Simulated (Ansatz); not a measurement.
# SnO: the cost of one run

Program: Ansatz 0.2.0. Level of theory: DFT PBE+D3(BJ), scalar-relativistic, plane waves, PAW. These are calculated values, not measurements.

2 further runs of the same task are left out: 2 set aside as unsound or not needed.

### 1 Starting point

It takes space group P4/nmm (No. 129, tetragonal). Conventional cell: a = 3.802 Å, b = 3.802 Å, c = 4.836 Å, α = 90.00°, β = 90.00°, γ = 90.00°. Sn (site symmetry 4mm) is surrounded by 4 O at 2.22 Å. O (site symmetry -4m2) is surrounded by 4 Sn at 2.22 Å.

Coordinates:

```cif
data_structure
_symmetry_space_group_name_H-M 'P 1'
_symmetry_Int_Tables_number 1
_cell_length_a 3.8020
_cell_length_b 3.8020
_cell_length_c 4.8360
_cell_angle_alpha 90.000
_cell_angle_beta 90.000
_cell_angle_gamma 90.000
_cell_volume 69.91
loop_
_atom_site_label
_atom_site_type_symbol
_atom_site_fract_x
_atom_site_fract_y
_atom_site_fract_z
_atom_site_occupancy
Sn1 Sn 0.00000 0.50000 0.23850 1
Sn2 Sn 0.50000 0.00000 0.76150 1
O1 O 0.00000 0.00000 0.00000 1
O2 O 0.50000 0.50000 0.00000 1
```

Source of the structure: the Crystallography Open Database.

### 9 The grid

Atoms count from 1 in the order of the input.

The upper layer of a bilayer is slid over the lower one; relaxed at each slide: nothing; the origin of the map has Sn5 above Sn4; the distance between the facing planes is held at 4.25 Å.

The axes are (1) slide of the upper layer along the first cell vector, from Sn5 above Sn4: 8 values from 0.000 to 0.875, periodic; (2) slide of the upper layer along the second cell vector, from Sn5 above Sn4: 8 values from 0.000 to 0.875, periodic.

Nothing else is relaxed. Points are written as (first, second).

The two vectors of the plane (Å): (3.820, 0.000, 0.000); (0.000, 3.820, 0.000).

(The set-up runs are not shown.)

### 10 The run at (0/8, 0/8) of the map's two axes

Input file input.yaml:

```yaml
crystal:
  lattice:
    - [3.8201708766, 0.0, 0.0]
    - [0.0, 3.8201708766, 0.0]
    - [0.0, 0.0, 22.2260720666]
  atoms:
    - { symbol: Sn, position: [0.5, 0.0, 0.2024649244] }
    - { symbol: O, position: [0.0, 0.0, 0.2556240257] }
    - { symbol: O, position: [0.5, 0.5, 0.2556240257] }
    - { symbol: Sn, position: [0.0, 0.5, 0.308783127] }
    - { symbol: Sn, position: [0.0, 0.5, 0.5] }
    - { symbol: O, position: [0.5, 0.5, 0.5531591013] }
    - { symbol: O, position: [0.0, 0.0, 0.5531591013] }
    - { symbol: Sn, position: [0.5, 0.0, 0.6063182026] }
basis:
  ecutwfc: 420
kpoints:
  mp_grid: { grid: [7, 7, 1] }
hamiltonian:
  xc: pbe
  pseudopotentials: { kind: paw, azcp: { folder: soft_1 } }
  dispersion: d3bj
scf:
  occupations: { method: gaussian, width: 0.05 }
output:
  forces: true
  eigenvalues: true
efield:
  axis: 3
  dipole_correction: true
  ramp_width: 0.04
```

On the command line:

```
ansatz run input.yaml --threads 1 --pin off --max-ram 3072MiB --backend cpu --events-out ev --progress --plain --runs-dir out
```

Q: Estimate wall time and peak memory on 1 thread of Arm Neoverse V1, shared host.

About 20 s, with a peak of 0.46 GiB.
